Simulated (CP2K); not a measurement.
**One shape, several levels: CH8AlNSSi (SMILES C[S][Al]([NH2])[SiH3])**

Aim: a comparison of 3 runs (PM3, MNDOD, PM6) of CH8AlNSSi. 

Program for the calculation: CP2K 2026.2.

1 further run of the same task is left out (set aside as unsound or not needed).

### Step 1. The structure to begin with

The species is CH8AlNSSi (13 atoms), meant as a singlet with charge 0. SMILES: `C[S][Al]([NH2])[SiH3]`. Geometry: a rough force-field guess. This is one conformer, not always the lowest.

Bond lengths: C1–S2 1.767 Å, S2–Al3 2.264 Å, Al3–N4 1.967 Å, Al3–Si5 2.374 Å, C1–H6 1.153 Å, C1–H7 1.079 Å, C1–H8 1.169 Å, N4–H9 0.966 Å, N4–H10 1.025 Å, Si5–H11 1.464 Å, Si5–H12 1.493 Å, Si5–H13 1.437 Å. Some angles: C1–S2–Al3 93.0°, S2–Al3–N4 121.2°, S2–Al3–Si5 120.4°, N4–Al3–Si5 118.3°, S2–C1–H6 110.0°, S2–C1–H7 113.7°, S2–C1–H8 109.9°, Al3–N4–H9 106.6°, Al3–N4–H10 105.5°, Al3–Si5–H11 107.6°.

### Step 2. A single-point energy at PM3 (run 1)

Input file run.inp:

```
&GLOBAL
   PROJECT_NAME run
   RUN_TYPE ENERGY
   PRINT_LEVEL MEDIUM
&END

&FORCE_EVAL
   METHOD Quickstep
   &DFT
      &QS
         METHOD PM3
         EPS_DEFAULT 1.0E-10
         &SE
            &COULOMB
               CUTOFF [angstrom] 50
               RC_RANGE [angstrom] 0
            &END
            &EXCHANGE
               CUTOFF [angstrom] 50
               RC_RANGE [angstrom] 0
            &END
         &END
      &END
      # cluster boundary conditions
      &POISSON
         PERIODIC NONE
         POISSON_SOLVER ANALYTIC
      &END
      # self-consistent field
      &SCF
         SCF_GUESS ATOMIC
         EPS_SCF 1.0E-07
         MAX_SCF 80
         ADDED_MOS 4
         LEVEL_SHIFT 0.3
         EPS_DIIS 0.01
         &DIAGONALIZATION
            ALGORITHM STANDARD
         &END
         &MIXING
            METHOD DIRECT_P_MIXING
            ALPHA 0.4
         &END
      &END
      &PRINT
         &MOMENTS
            PERIODIC F
            REFERENCE COM
            MAX_MOMENT 1
         &END
         &MO ON
            ENERGIES T
            OCCUPATION_NUMBERS T
            NDIGITS 6
            &EACH
               QS_SCF 0
            &END
            ADD_LAST NUMERIC
         &END
         &HIRSHFELD OFF
         &END
      &END
   &END
   &SUBSYS
      # vacuum box
      &CELL
         ABC 17.5 16.9 15.6
         PERIODIC NONE
      &END
      &COORD
         UNIT bohr
         C     -4.2866547     1.2570458     1.4227748
         S     -1.7247530     0.9798230     3.5451262
         Al     1.1204186     0.4403062     0.3970315
         N      3.0507739     3.3089104    -0.9656500
         Si     1.9972515    -3.6609664    -1.1944959
         H     -6.1227126     1.6763760     2.5199498
         H     -4.5634996    -0.3890946     0.2524674
         H     -4.0101878     3.0322545     0.1368162
         H      4.1953810     2.6221840    -2.2119244
         H      3.9801412     4.0755723     0.5500993
         H     -0.3762445    -4.7144887    -2.1488076
         H      2.9659252    -5.2509820     0.9259658
         H      3.8129004    -3.4425141    -3.2013850
      &END
      &TOPOLOGY
         &CENTER_COORDINATES
         &END
      &END
   &END
&END
```

On the command line:

```
$ OMP_NUM_THREADS=1 cp2k.psmp -i run.inp -o run.out
```

What it wrote:

```text
CP2K| version string:                                       CP2K version 2026.2
[...]
 GLOBAL| Method name                                                        CP2K
[...]
 GLOBAL| Run type                                                         ENERGY
[...]
                             - Atoms:                                         13
[...]
                             - Spherical basis functions:                     28
[...]
 Number of electrons:                                                         30
[...]
     1 P_Mix/Diag. 0.40E+00    0.0     0.69580711       -19.9026858619 -1.99E+01
[...]
    77 DIIS/Diag.  0.75E-07    0.0     0.00000010       -26.1471697391 -2.84E-14
  *** SCF run converged in    77 steps ***
  Core-core repulsion energy [eV]:                           1698.15540435639900
  Core Hamiltonian energy [eV]:                             -1054.24158256651890
  Two-electron integral energy [eV]:                        -2710.82898864537765
  Electronic energy [eV]:                                   -2409.65607688920772
  Total energy [eV]:                                         -711.50067253280895
  Atomic reference energy [eV]:                               712.94908617008798
  Heat of formation [kcal/mol]:                                33.40121460922099
[...]
 SE_DIPOLE| Moment [Debye]         -1.47409929      -0.15443232       2.55688847
 SE_DIPOLE| Derivative [a.u.]       0.00000000       0.00000000       0.00000000
 ENERGY| Total FORCE_EVAL ( QS ) energy [hartree]            -26.147169739086252
[...]
```

Wall time 0.58 s (1 thread of Arm Neoverse N1, shared host); peak memory 0.13 GiB.

### Step 3. Energy and forces at MNDOD (run 2)

Input file molecule.inp:

```
&GLOBAL
  PROJECT molecule
  RUN_TYPE ENERGY_FORCE
  PRINT_LEVEL LOW
&END GLOBAL
&FORCE_EVAL
  METHOD Quickstep
  &DFT
    CHARGE 0
    MULTIPLICITY 1
    &QS
      METHOD MNDOD
      EPS_DEFAULT 1.0E-10
      &SE
        &COULOMB
          CUTOFF [angstrom] 50
          RC_RANGE [angstrom] 0
        &END COULOMB
        &EXCHANGE
          CUTOFF [angstrom] 50
          RC_RANGE [angstrom] 0
        &END EXCHANGE
      &END SE
    &END QS
    &POISSON
      PERIODIC NONE
      POISSON_SOLVER ANALYTIC
    &END POISSON
    &SCF
      SCF_GUESS ATOMIC
      EPS_SCF 1.0E-06
      MAX_SCF 30
      &OT ON
        MINIMIZER DIIS
        PRECONDITIONER FULL_ALL
      &END OT
      &OUTER_SCF
        EPS_SCF 1.0E-06
        MAX_SCF 8
      &END OUTER_SCF
    &END SCF
    &PRINT
      &MOMENTS
        PERIODIC F
        REFERENCE COM
        MAX_MOMENT 1
      &END MOMENTS
      &MO_CUBES
        NLUMO 1
        NHOMO -1
        WRITE_CUBE F
      &END MO_CUBES
      &HIRSHFELD OFF
      &END HIRSHFELD
    &END PRINT
  &END DFT
  &SUBSYS
    &CELL
      ABC [angstrom] 17.5 16.9 15.6
      PERIODIC NONE
    &END CELL
    &COORD
      C     -2.268400     0.665200     0.752900
      S     -0.912700     0.518500     1.876000
      Al     0.592900     0.233000     0.210100
      N      1.614400     1.751000    -0.511000
      Si     1.056900    -1.937300    -0.632100
      H     -3.240000     0.887100     1.333500
      H     -2.414900    -0.205900     0.133600
      H     -2.122100     1.604600     0.072400
      H      2.220100     1.387600    -1.170500
      H      2.106200     2.156700     0.291100
      H     -0.199100    -2.494800    -1.137100
      H      1.569500    -2.778700     0.490000
      H      2.017700    -1.821700    -1.694100
    &END COORD
    &TOPOLOGY
      &CENTER_COORDINATES
      &END CENTER_COORDINATES
    &END TOPOLOGY
  &END SUBSYS
  &PRINT
    &FORCES ON
    &END FORCES
  &END PRINT
&END FORCE_EVAL
```

On the command line:

```
$ OMP_NUM_THREADS=1 cp2k.psmp -i molecule.inp -o molecule.out
```

What it wrote:

```text
CP2K| version string:                                       CP2K version 2026.2
[...]
 GLOBAL| Method name                                                        CP2K
[...]
 GLOBAL| Run type                                                   ENERGY_FORCE
[...]
                             - Atoms:                                         13
[...]
                             - Spherical basis functions:                     43
[...]
 Number of electrons:                                                         30
[...]
     1 OT DIIS     0.15E+00    0.0     0.27442974       -22.0822005973 -2.21E+01
[...]
     7 OT DIIS     0.15E+00    0.0     0.00000068       -28.4397713062 -4.92E-10
  *** SCF run converged in     7 steps ***
  Core-core repulsion energy [eV]:                           1819.64605347011707
  Core Hamiltonian energy [eV]:                             -1201.64415588836528
  Two-electron integral energy [eV]:                        -2783.77486277253411
  Electronic energy [eV]:                                   -2593.53158727463233
  Total energy [eV]:                                         -773.88553380451549
  Atomic reference energy [eV]:                               772.67940684008818
  Heat of formation [kcal/mol]:                               -27.81395075821338
[...]
 SE_DIPOLE| Moment [Debye]         -0.30877828       0.35249037       0.97716332
 SE_DIPOLE| Derivative [a.u.]       0.00000000       0.00000000       0.00000000
 *** WARNING in qs_scf_post_se.F:140 :: Printing of MO cube files not ***
 *** implemented for Semi-Empirical method.                           ***
 ENERGY| Total FORCE_EVAL ( QS ) energy [hartree]            -28.439771306238093
 FORCES| Atomic forces [hartree/bohr]
 FORCES|   Atom     x               y               z               |f|
 FORCES|      1 -3.56246106E-02  5.92600954E-02 -2.81493614E-03   6.92011246E-02
 FORCES|      2  4.82709330E-02 -9.49170871E-03 -1.76156720E-02   5.22540660E-02
 FORCES|      3 -8.35120149E-05  1.01094888E-02  1.15530429E-02   1.53519230E-02
 FORCES|      4 -5.13107345E-02 -3.01846332E-02  5.79589622E-02   8.30851663E-02
 FORCES|      5 -1.13259586E-02  8.91769812E-03  1.82888002E-02   2.32869682E-02
 FORCES|      6  2.11182176E-02 -8.14011013E-03 -1.15940438E-02   2.54295568E-02
 FORCES|      7 -6.38558467E-03 -2.10527581E-02 -1.52824048E-02   2.67870530E-02
 FORCES|      8 -5.89481970E-03 -2.49840187E-02  1.40001717E-02   2.92396118E-02
 FORCES|      9  3.48854135E-02 -1.54705112E-03 -2.55165416E-02   4.32490386E-02
 FORCES|     10  2.65301592E-03  3.58447419E-03 -1.80114621E-02   1.85553150E-02
 FORCES|     11  1.43763738E-02  3.41146301E-03  4.48138827E-03   1.54402411E-02
 FORCES|     12 -7.43222036E-03  1.37933653E-02 -2.03047764E-02   2.56471981E-02
 FORCES|     13 -3.24651347E-03 -3.67630484E-03  4.85747165E-03   6.90290502E-03
[...]
```

Run time: 0.93 s. Hardware: 1 thread of Arm Neoverse N1, shared host; peak memory 0.14 GiB.

### Step 4. Energy and gradient at PM6 (run 3)

Input file molecule.xyz:

```xyz
13

C     -2.268400     0.665200     0.752900
S     -0.912700     0.518500     1.876000
Al     0.592900     0.233000     0.210100
N      1.614400     1.751000    -0.511000
Si     1.056900    -1.937300    -0.632100
H     -3.240000     0.887100     1.333500
H     -2.414900    -0.205900     0.133600
H     -2.122100     1.604600     0.072400
H      2.220100     1.387600    -1.170500
H      2.106200     2.156700     0.291100
H     -0.199100    -2.494800    -1.137100
H      1.569500    -2.778700     0.490000
H      2.017700    -1.821700    -1.694100
```

Input file mol.inp:

```
&GLOBAL
   PROJECT_NAME mol
   RUN_TYPE ENERGY_FORCE
   PRINT_LEVEL MEDIUM
&END GLOBAL

&FORCE_EVAL
   METHOD QUICKSTEP
   &DFT
      &QS
         METHOD PM6
         EPS_DEFAULT 1.0E-12
         &SE
            &COULOMB
               CUTOFF [angstrom] 50
               RC_RANGE [angstrom] 0
            &END COULOMB
            &EXCHANGE
               CUTOFF [angstrom] 50
               RC_RANGE [angstrom] 0
            &END EXCHANGE
         &END SE
      &END QS
      &POISSON
         PERIODIC NONE
         POISSON_SOLVER ANALYTIC
      &END POISSON
      &SCF
         SCF_GUESS ATOMIC
         EPS_SCF 1.0E-07
         MAX_SCF 100
         ADDED_MOS 8
         EPS_DIIS 1
         &DIAGONALIZATION
            ALGORITHM STANDARD
         &END DIAGONALIZATION
         &MIXING
            METHOD DIRECT_P_MIXING
            ALPHA 0.4
         &END MIXING
      &END SCF
      &PRINT
         &MOMENTS
            PERIODIC F
            REFERENCE COM
            MAX_MOMENT 1
         &END MOMENTS
         &MO ON
            ENERGIES T
            OCCUPATION_NUMBERS T
            NDIGITS 6
            &EACH
               QS_SCF 0
            &END EACH
            ADD_LAST NUMERIC
         &END MO
         &HIRSHFELD OFF
         &END HIRSHFELD
      &END PRINT
   &END DFT
   &SUBSYS
      &CELL
         ABC 17.5 16.9 15.6
         PERIODIC NONE
      &END CELL
      &TOPOLOGY
         COORD_FILE_NAME molecule.xyz
         COORD_FILE_FORMAT XYZ
         &CENTER_COORDINATES
         &END CENTER_COORDINATES
      &END TOPOLOGY
   &END SUBSYS
   &PRINT
      &FORCES ON
      &END FORCES
   &END PRINT
&END FORCE_EVAL
```

On the command line:

```
$ OMP_NUM_THREADS=1 cp2k.psmp -i mol.inp -o mol.out
```

What it wrote:

```text
CP2K| version string:                                       CP2K version 2026.2
[...]
 GLOBAL| Method name                                                        CP2K
[...]
 GLOBAL| Run type                                                   ENERGY_FORCE
[...]
                             - Atoms:                                         13
[...]
                             - Spherical basis functions:                     43
[...]
 Number of electrons:                                                         30
[...]
     1 P_Mix/Diag. 0.40E+00    0.0     0.70783842       -18.7905993074 -1.88E+01
[...]
    35 DIIS/Diag.  0.96E-07    0.0     0.00000009       -26.1874947203 -3.55E-14
  *** SCF run converged in    35 steps ***
  Core-core repulsion energy [eV]:                           1745.33437225972762
  Core Hamiltonian energy [eV]:                             -1109.26024463793465
  Two-electron integral energy [eV]:                        -2697.34419739566601
  Electronic energy [eV]:                                   -2457.93234333576765
  Total energy [eV]:                                         -712.59797107603981
  Atomic reference energy [eV]:                               709.77410967008814
  Heat of formation [kcal/mol]:                               -65.11979618203100
[...]
 SE_DIPOLE| Moment [Debye]         -1.11940886       2.04428265       1.64426376
 SE_DIPOLE| Derivative [a.u.]       0.00000000       0.00000000       0.00000000
 ENERGY| Total FORCE_EVAL ( QS ) energy [hartree]            -26.187494720315243
 FORCES| Atomic forces [hartree/bohr]
 FORCES|   Atom     x               y               z               |f|
 FORCES|      1 -2.72767131E-02  3.88652235E-02 -1.58118009E-02   5.00453566E-02
 FORCES|      2  3.45420295E-02 -3.19324234E-03 -7.05425918E-03   3.53993103E-02
 FORCES|      3  3.60883287E-02 -4.25941355E-02 -3.65898353E-02   6.67491116E-02
 FORCES|      4 -6.29245924E-02 -4.60584329E-02  5.17009227E-02   9.35621129E-02
 FORCES|      5 -2.66643758E-02  8.44030605E-02  4.66783362E-02   1.00068640E-01
 FORCES|      6  2.15872110E-02 -7.07612538E-03 -1.17960202E-02   2.55973694E-02
 FORCES|      7 -5.45620837E-03 -4.60273570E-03 -3.04797613E-03   7.76180032E-03
 FORCES|      8 -7.25333484E-03 -2.38476537E-02  1.58769549E-02   2.95533272E-02
 FORCES|      9  2.70943779E-02 -2.86848473E-03 -1.77167319E-02   3.24994786E-02
 FORCES|     10  5.10478755E-03  5.07125329E-03 -8.10228624E-03   1.08362128E-02
 FORCES|     11 -1.02027476E-02 -2.87412328E-03 -3.76396665E-03   1.12482927E-02
 FORCES|     12  1.70328338E-03  1.75343509E-03  2.81652473E-03   3.72941288E-03
 FORCES|     13  1.36579543E-02  3.02196115E-03 -1.31898619E-02   1.92261390E-02
[...]
```

Wall time 0.52 s (1 thread of Arm Neoverse N1, shared host); peak memory 0.14 GiB.

### Step 5. Overview of the runs

| run | level | task | SCF convergence threshold | energy (Eh) | dipole moment (D) | HOMO energy (eV) | LUMO energy (eV) | wall time |
| --- | --- | --- | --- | --- | --- | --- | --- | --- |
| 1 | PM3 | energy | 1e-07 | -26.147170 | 2.96 | -8.52 | -3.07 | 0.58 s |
| 2 | MNDOD | gradient | 1e-06 | -28.439771 | 1.08 | – | – | 0.93 s |
| 3 | PM6 | gradient | 1e-07 | -26.187495 | 2.85 | -8.50 | -0.45 | 0.52 s |

### Step 6. What came out

| quantity | value |
| --- | --- |
| run 3: total energy | -26.18749 Eh |
| run 3: dipole moment | 2.85 D |
| run 3: HOMO energy | -8.50 eV |
| run 3: LUMO energy | -0.45 eV |
| run 3: HOMO–LUMO gap | 8.06 eV |
| run 3: heat of formation at this unrelaxed shape | -65.1 kcal/mol |
| run 3: largest force on an atom | 5.146 eV/Å |

**Reading.** The dipole moment (its size) runs from 1.08 D (MNDOD) to 2.96 D (PM3). Force-field and semi-empirical energies have zeros of their own, so their totals don't compare. All runs together took 2 s, the longest 0.93 s.
